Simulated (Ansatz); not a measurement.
# Sr3Rh: one candidate structure

Where does Sr3Rh go from the start given, TiAl3 (D0_22) type (I4/mmm, No. 139)?

Computed with Ansatz 0.2.0 (DFT PBE, scalar-relativistic, plane waves, PAW, unless a step's input says otherwise).

## Step 1: Starting point

It takes space group I4/mmm (No. 139, tetragonal). The conventional cell has a = 4.633 Å, b = 4.633 Å, c = 10.349 Å, α = 90.00°, β = 90.00°, γ = 90.00°. Around Sr (site symmetry 4/mmm) lie 4 Rh at 3.28 Å and 8 Sr at 3.47 Å. Sr (site symmetry -4m2) has 8 Sr at 3.28 to 3.47 Å and 4 Rh at 3.47 Å as nearest neighbours. Rh (site symmetry 4/mmm) is surrounded by 12 Sr at 3.28 to 3.47 Å.

Coordinates:

```cif
data_structure
_symmetry_space_group_name_H-M 'P 1'
_symmetry_Int_Tables_number 1
_cell_length_a 6.1242
_cell_length_b 6.1242
_cell_length_c 6.1242
_cell_angle_alpha 135.550
_cell_angle_beta 135.550
_cell_angle_gamma 64.676
_cell_volume 111.06
loop_
_atom_site_label
_atom_site_type_symbol
_atom_site_fract_x
_atom_site_fract_y
_atom_site_fract_z
_atom_site_occupancy
Sr1 Sr 0.50000 0.50000 0.00000 1
Sr2 Sr 0.25000 0.75000 0.50000 1
Sr3 Sr 0.75000 0.25000 0.50000 1
Rh1 Rh 0.00000 0.00000 0.00000 1
```

(A quick probe on a coarse mesh, which set the mesh and smearing, is not shown.)

## Step 3: Rough relaxation on the coarse mesh

input.yaml reads:

```yaml
crystal:
  lattice:
    - [-2.3164356039, 2.3164356039, 5.1743756348]
    - [2.3164356039, -2.3164356039, 5.1743756348]
    - [2.3164356039, 2.3164356039, -5.1743756348]
  atoms:
    - { symbol: Sr, position: [0.5, 0.5, 0.0] }
    - { symbol: Sr, position: [0.25, 0.75, 0.5] }
    - { symbol: Sr, position: [0.75, 0.25, 0.5] }
    - { symbol: Rh, position: [0.0, 0.0, 0.0] }
basis:
  ecutwfc: 420
kpoints:
  mp_grid: { grid: [6, 6, 6] }
hamiltonian:
  xc: pbe
scf:
  occupations: { method: gaussian, width: 0.1 }
  lower_state_search: "off"
output:
  forces: true
  stress: true
  eigenvalues: true
relax:
  adjacent_minimum: "off"
  f_tol: 0.04
  max_steps: 70
  cell: { stress_tol: 0.4 }
```

On the command line:

```console
$ ansatz run input.yaml --threads 1 --pin off --max-ram 2560MiB --backend cpu --events-out ev --progress --plain --runs-dir out
```

Further runs follow: relaxing cell and atoms.

Q: Predict the outcome of this session.

**Answer**, as computed:

Formation energies count from the elements, computed with the same settings in runs not shown here.

```
                          quantity                                                                      value
               cell (conventional)  a = 5.589 Å, b = 5.589 Å, c = 8.415 Å, α = 90.00°, β = 90.00°, γ = 90.00°
                       space group                                                           I4/mmm (No. 139)
                            volume                                                              32.85 Å³/atom
                   gap on the mesh                                                               none (metal)
formation energy from the elements                                                             +0.214 eV/atom
```

**Reading.** The space group stayed I4/mmm, and from the first guess the volume went from 27.77 to 32.85 Å³/atom. The formation energy of +0.21 eV/atom is positive, so the elements lie lower than this structure; another structure of the compound can lie lower.
